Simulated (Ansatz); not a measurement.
# C2H3Al (ethynylalumane) at RPA@PBE/def2-TZVP

What is the electronic atomisation energy of C2H3Al (ethynylalumane) at RPA@PBE/def2-TZVP? 

Program for the calculation: Ansatz 0.2.0.

37 further runs of the same task are left out: 1 that didn't finish, 36 set aside as unsound or not needed. Runs told in other sessions of the task aren't counted.

### 1 The structure to begin with

C2H3Al has 6 atoms, charge 0, and is taken as a singlet. As SMILES, `C#[C][AlH2]`. The shape is that of a PBE0-D4/def2-TZVP optimisation.

Bond lengths: C1–C2 1.211 Å, C2–Al3 1.906 Å, C1–H4 1.067 Å, Al3–H5 1.580 Å, Al3–H6 1.580 Å. Angles: C1–C2–Al3 179.9°, C2–C1–H4 180.0°, C2–Al3–H5 118.8°, C2–Al3–H6 118.8°, H5–Al3–H6 122.4°.

### 2 The energy at RPA@PBE/def2-TZVP

Contents of run.yaml:

```yaml
crystal:
  periodic: [false, false, false]
  atoms:
    - {symbol: C, position_ang: [-0.792800, -1.637600, -0.298100]}
    - {symbol: C, position_ang: [-0.266100, -0.564200, -0.106200]}
    - {symbol: Al, position_ang: [0.564800, 1.124200, 0.195000]}
    - {symbol: H, position_ang: [-1.257000, -2.583100, -0.467400]}
    - {symbol: H, position_ang: [1.356700, 1.804700, -0.990500]}
    - {symbol: H, position_ang: [0.436600, 1.792000, 1.621000]}
basis:
  gaussian:
    orbitals: def2-TZVP
hamiltonian:
  xc: pbe
correlation:
  method: rpa
  frozen_orbitals: {Al: 5, C: 1, H: 0}
accuracy: high
```

The run is started by

```console
$ ansatz run run.yaml --threads 1 --pin off --max-ram 3480MiB --events-out events.jsonl --progress --plain --runs-dir runs
```

What it wrote:

```text
Warning: RAYON_NUM_THREADS=1 ignored (pool sized by the plan → 1); use --threads N
Functional definition: PBE
  name "PBE"
  parameter kappa = 0.804
  parameter beta = 0.06672455060314922
  exchange = pbe_x(kappa = kappa, mu = beta*pi^2/3)
  correlation = pbe_c(beta = beta)
1904 factors; integrals over basis functions are off by at most 5.6e-9 eV
mean field evaluation 1: about -8703.8731 eV, gradient 5.5e1 eV
mean field evaluation 2: about -8703.8624 eV, gradient 5.5e1 eV
mean field evaluation 4: about -8710.0344 eV, gradient 2.3e1 eV
mean field evaluation 8: about -8711.8241 eV, gradient 3.9e-1 eV
mean field evaluation 16: about -8711.8244 eV, gradient 6.9e-5 eV
mean field evaluation 32: about -8662.3372 eV, gradient 4.3e1 eV
mean field -8711.82443478 eV, -320.1536428916 hartree, gradient 1.1e-8 eV, S^2 0.000000; 1 other end points of the search recorded, 0 dependent functions left out
7 core orbitals not correlated: weight in the atoms' cores, before any rotation towards them, 1.000 or more for the frozen orbitals, at most 0.000 for the correlated occupied ones
reference -8689.74366426 eV, -319.3421895417 hartree; 7, 7 occupied and 103, 103 virtual orbitals, 1904 factors
Total energy: -8707.05309835 eV, -319.9782995118 hartree
```

Run time: 11 s. Hardware: 1 thread of Intel Xeon Platinum 8259CL at 2.50GHz (Skylake/Cascade Lake), shared host; peak memory 0.4 GiB.

### 3 The Al atom

Contents of molecule.yaml:

```yaml
basis:
  gaussian:
    orbitals: def2-TZVP
crystal:
  periodic: [false, false, false]
  atoms:
    - symbol: Al
      position_ang: [0.000000, 0.000000, 0.000000]
magnetization:
  spin_polarized: true
  initial_magnetization: 1
hamiltonian:
  xc: {name: PBE}
correlation:
  method: rpa
  frozen_orbitals: {Al: 5}
accuracy: high
```

Run the same way, it converges to -241.96737 Eh (log not shown).

### 4 The C atom, same level

Contents of input.yaml:

```yaml
basis:
  gaussian: {orbitals: def2-TZVP}
crystal:
  periodic: [false, false, false]
  atoms:
    - symbol: C
      position_ang: [0.000000, 0.000000, 0.000000]
magnetization: {spin_polarized: true, initial_magnetization: 2}
hamiltonian: {xc: {name: PBE}}
correlation: {method: rpa, frozen_orbitals: {C: 1}}
accuracy: high
```

Run the same way, it converges to -37.85397 Eh (log not shown).

### 5 The H atom

Contents of job.yaml:

```yaml
crystal:
  periodic: [false, false, false]
  atoms:
    - {symbol: H, position_ang: [0.000000, 0.000000, 0.000000]}
basis:
  gaussian: {orbitals: def2-TZVP}
magnetization: {spin_polarized: true, initial_magnetization: 1}
hamiltonian: {xc: pbe}
correlation: {method: rpa, frozen_orbitals: {H: 0}}
accuracy: high
```

Run the same way, it converges to -0.51330 Eh (log not shown).

### 6 Summary of results

Level: RPA@PBE/def2-TZVP, 7 core orbitals frozen.

| quantity | value |
| --- | --- |
| molecule: total energy | -319.97830 Eh |
| molecule: RPA correlation energy (valence) | -636.1 mEh |
| Al atom: total energy | -241.96737 Eh |
| Al atom: RPA correlation energy (valence) | -101.4 mEh |
| Al atom: ⟨S²⟩ of the reference determinant | 0.755 |
| C atom: total energy | -37.85397 Eh |
| C atom: RPA correlation energy (valence) | -165.8 mEh |
| C atom: ⟨S²⟩ of the reference determinant | 2.003 |
| H atom: total energy | -0.51330 Eh |
| H atom: RPA correlation energy | -13.9 mEh |
| H atom: ⟨S²⟩ of the reference determinant | 0.750 |
| electronic atomisation energy | 20.764 eV |

In words: Taking the molecule apart into free atoms costs 20.76 eV (479 kcal/mol), before zero-point energy and without spin-orbit coupling.
